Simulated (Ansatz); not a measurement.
# BiPbBrO2: the cost of one run

Method: DFT PBE+D3(BJ), plane waves, PAW, scalar-relativistic, no spin polarisation, in Ansatz 0.2.0.

## (1) The starting structure

The cell holds 20 atoms (Bi4Br4O8Pb4): a = 13.619 Å, b = 5.854 Å, c = 14.824 Å, α = 90.00°, β = 23.26°, γ = 90.00°.

Coordinates:

```xyz
20
Lattice="0.0000 0.0000 -13.6190 -4.1393 4.1393 0.0000 4.1393 4.1393 -13.6190" Properties=species:S:1:pos:R:3 pbc="T T T"
Bi   -2.0697    2.0697   -2.1731
Pb   -2.0697    2.0697  -11.5466
Br   -2.0697    2.0697   -6.8906
O    -2.0697    4.1393  -16.9329
O     0.0000    2.0697  -16.9329
Bi    0.0000    4.1393   -8.9827
Pb    0.0000    4.1393  -18.3561
Br    0.0000    4.1393  -13.7001
O     0.0000    6.2090  -23.7425
O     2.0697    4.1393  -23.7425
Bi    0.0000    0.0000   -8.9827
Pb    0.0000    0.0000   -4.7371
Br    0.0000    0.0000   -0.0810
O     0.0000    2.0697  -10.1234
O    -2.0697    4.1393  -10.1234
Bi    2.0697    2.0697  -15.7922
Pb    2.0697    2.0697  -11.5466
Br    2.0697    2.0697   -6.8906
O     2.0697    4.1393  -16.9329
O     0.0000    6.2090  -16.9329
```

## (2) Run 1

250 steps of 1.12 fs under a Langevin thermostat at 3500 K.

input.yaml

```yaml
accuracy: low
crystal:
  lattice:
    - [0.0, 0.0, -13.619037]
    - [-4.139342, 4.139342, 0.0]
    - [4.139342, 4.139342, -13.619037]
  atoms:
    - { symbol: Bi, position: [0.159567, 0.5, 0.0] }
    - { symbol: Pb, position: [0.847826, 0.5, 0.0] }
    - { symbol: Br, position: [0.50595, 0.5, 0.0] }
    - { symbol: O, position: [0.993329, 0.75, 0.25] }
    - { symbol: O, position: [0.993329, 0.25, 0.25] }
    - { symbol: Bi, position: [0.159567, 0.5, 0.5] }
    - { symbol: Pb, position: [0.847826, 0.5, 0.5] }
    - { symbol: Br, position: [0.50595, 0.5, 0.5] }
    - { symbol: O, position: [0.993329, 0.75, 0.75] }
    - { symbol: O, position: [0.993329, 0.25, 0.75] }
    - { symbol: Bi, position: [0.659567, 0.0, 0.0] }
    - { symbol: Pb, position: [0.347826, 0.0, 0.0] }
    - { symbol: Br, position: [0.00595, 0.0, 0.0] }
    - { symbol: O, position: [0.493329, 0.25, 0.25] }
    - { symbol: O, position: [0.493329, 0.75, 0.25] }
    - { symbol: Bi, position: [0.659567, 0.0, 0.5] }
    - { symbol: Pb, position: [0.347826, 0.0, 0.5] }
    - { symbol: Br, position: [0.00595, 0.0, 0.5] }
    - { symbol: O, position: [0.493329, 0.25, 0.75] }
    - { symbol: O, position: [0.493329, 0.75, 0.75] }
basis:
  ecutwfc: 420.0
kpoints:
  mp_grid: { grid: [2, 2, 2] }
hamiltonian:
  xc: pbe
  dispersion: d3bj
scf:
  occupations: { method: fermi_dirac, width: 0.3 }
  lower_state_search: "off"
md:
  timestep: 1.12
  n_steps: 250
  ensemble: nvt_langevin
  temperature: 3500.0
  initial_velocities: maxwell_boltzmann
  seed: 366589
  friction: 0.02
```

Run with:

```sh
$ ansatz run input.yaml --threads 2 --pin off --max-ram 5120MiB --backend cpu --events-out ev --progress --plain --runs-dir out
```

Q: Estimate wall time and peak memory on 2 threads of Intel Xeon Platinum 8488C (Sapphire Rapids), shared host.

About 26 min, with a peak of 1.5 GiB.
